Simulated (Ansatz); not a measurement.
**C₄H₁₁AlO: basis-set convergence**

How large a basis does C₄H₁₁AlO need? Two functionals are run in growing sets.

Computed with Ansatz 0.2.0, Gaussian basis. Level: one geometry, several basis sets.

Levels to be run: PBE0-D4/def2-SVP; ωB97M-V/def2-SVP; PBE0-D4/def2-QZVPP; ωB97M-V/def2-QZVPP; the functionals' def2-TZVPP values are taken from earlier runs.

1 further run of the same task is left out (it didn't finish). Runs told in other sessions of the task aren't counted.

## (1) Structure used throughout

All runs share one geometry, relaxed beforehand with PBE0-D4 in a triple-zeta def2 set.

SMILES `[AlH3-][O+]1CCCC1`, 17 atoms, charge 0, spin multiplicity 1.

Atoms are counted from 1 here; the program's logs count them from 0.

Bond lengths: Al1–O2 1.965 Å, Al1–H7 1.608 Å, Al1–H8 1.600 Å, Al1–H9 1.600 Å, O2–C3 1.439 Å, O2–C6 1.439 Å, C3–C4 1.521 Å, C3–H10 1.088 Å, C3–H11 1.095 Å, C4–C5 1.543 Å, C4–H12 1.090 Å, C4–H13 1.090 Å, C5–C6 1.521 Å, C5–H14 1.090 Å, C5–H15 1.090 Å, C6–H16 1.088 Å, C6–H17 1.095 Å. Angles: O2–Al1–H7 98.6°, O2–Al1–H8 99.3°, O2–Al1–H9 99.3°, H7–Al1–H8 116.8°, H7–Al1–H9 116.7°, H8–Al1–H9 119.2°, Al1–O2–C3 118.9°, Al1–O2–C6 118.9°, C3–O2–C6 106.2°, O2–C3–C4 104.2°, O2–C3–H10 107.1°, O2–C3–H11 108.3°, C4–C3–H10 115.2°, C4–C3–H11 112.3°, H10–C3–H11 109.3°, C3–C4–C5 104.4°, C3–C4–H12 111.0°, C3–C4–H13 110.6° and more.

## (2) PBE0-D4 in def2-SVP

in.yaml reads:

```yaml
crystal:
  periodic: [false, false, false]
  atoms:
    - {symbol: Al, position_ang: [-0.327645, 0.401945, 2.489224]}
    - {symbol: O, position_ang: [-0.357921, 0.145184, 0.541098]}
    - {symbol: C, position_ang: [-0.094187, -1.164637, 0.007773]}
    - {symbol: C, position_ang: [-0.136740, -0.969364, -1.499551]}
    - {symbol: C, position_ang: [0.181633, 0.526266, -1.702204]}
    - {symbol: C, position_ang: [0.361062, 1.071176, -0.293022]}
    - {symbol: H, position_ang: [1.234229, 0.119480, 2.745895]}
    - {symbol: H, position_ang: [-0.804704, 1.927590, 2.556801]}
    - {symbol: H, position_ang: [-1.346727, -0.754448, 2.918177]}
    - {symbol: H, position_ang: [-0.854376, -1.831852, 0.409351]}
    - {symbol: H, position_ang: [0.892377, -1.486312, 0.358086]}
    - {symbol: H, position_ang: [0.581240, -1.620695, -1.997868]}
    - {symbol: H, position_ang: [-1.126587, -1.206446, -1.889621]}
    - {symbol: H, position_ang: [-0.642963, 1.028618, -2.207890]}
    - {symbol: H, position_ang: [1.081030, 0.684114, -2.297409]}
    - {symbol: H, position_ang: [-0.068676, 2.055932, -0.120132]}
    - {symbol: H, position_ang: [1.410052, 1.073350, 0.021490]}
basis:
  gaussian: {orbitals: def2-SVP}
hamiltonian: {xc: pbe0, dispersion: d4}
output: {orbitals: {seedname: orbitals}}
```

Launch:

```sh
ansatz run in.yaml --threads 4 --pin off --events-out ev --progress --plain --max-ram 11315MiB
```

Further steps of the session: ωB97M-V in def2-SVP; PBE0-D4 in def2-QZVPP; ωB97M-V in def2-QZVPP.

Q: Predict the results of all the runs planned. Wanted: PBE0-D4: double and triple zeta above quadruple; ωB97M-V: double and triple zeta above quadruple.

The runs gave:

```
                                       quantity           value
PBE0-D4: double and triple zeta above quadruple   9.89, 0.57 eV
ωB97M-V: double and triple zeta above quadruple  10.23, 0.55 eV
```

**Reading.** PBE0-D4 gains 9.32 eV from double to triple zeta, then 0.57 eV more. These are total energies; as a rule much of such shifts cancels in differences, which this series doesn't test. The LUMO of ωB97M-V is positive and keeps falling with the basis (2.27 to 1.18 eV): an unbound level that the basis holds in place.
